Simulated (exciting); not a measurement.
Input of an exciting (release sodium) run:

input.xml

```xml
<input>
  <title>InBi</title>
  <structure speciespath="./" tshift="false">
    <crystal scale="1">
      <basevect>0.000000000000 6.393960738079 6.393960738079</basevect>
      <basevect>6.393960738079 0.000000000000 6.393960738079</basevect>
      <basevect>6.393960738079 6.393960738079 0.000000000000</basevect>
    </crystal>
    <species speciesfile="Bi.xml" rmt="2.3">
      <atom coord="0.750000000000 0.750000000000 0.750000000000"/>
    </species>
    <species speciesfile="In.xml" rmt="2.3">
      <atom coord="0.000000000000 0.000000000000 0.000000000000"/>
    </species>
  </structure>
  <groundstate do="fromscratch" ngridk="7 7 7" rgkmax="9" gmaxvr="14" lmaxapw="10" lmaxmat="10" lmaxvr="8" xctype="GGA_PBE_SOL" stype="Fermi Dirac" swidth="0.00183747" nempty="10" ValenceRelativity="iora*" epsengy="1e-05" epspot="1e-05" maxscl="60" tforce="true" outputlevel="normal"/>
  <properties>
    <chargedensityplot>
      <plot3d>
        <box grid="24 24 24">
          <origin coord="0 0 0"/>
          <point coord="1 0 0"/>
          <point coord="0 1 0"/>
          <point coord="0 0 1"/>
        </box>
      </plot3d>
    </chargedensityplot>
    <elfplot>
      <plot3d>
        <box grid="24 24 24">
          <origin coord="0 0 0"/>
          <point coord="1 0 0"/>
          <point coord="0 1 0"/>
          <point coord="0 0 1"/>
        </box>
      </plot3d>
    </elfplot>
    <exccplot>
      <plot3d>
        <box grid="24 24 24">
          <origin coord="0 0 0"/>
          <point coord="1 0 0"/>
          <point coord="0 1 0"/>
          <point coord="0 0 1"/>
        </box>
      </plot3d>
    </exccplot>
  </properties>
</input>
```

Potentials or basis: all-electron LAPW+lo, shipped species files, valence relativity iora*.

Run with:

```bash
$ OMP_NUM_THREADS=1 exciting_smp
```

Q: Estimate the band gap on the k mesh.

A: None (metal or under the smearing width).

Caveat: spin-orbit coupling is left out, which moves the levels of the heavy elements.
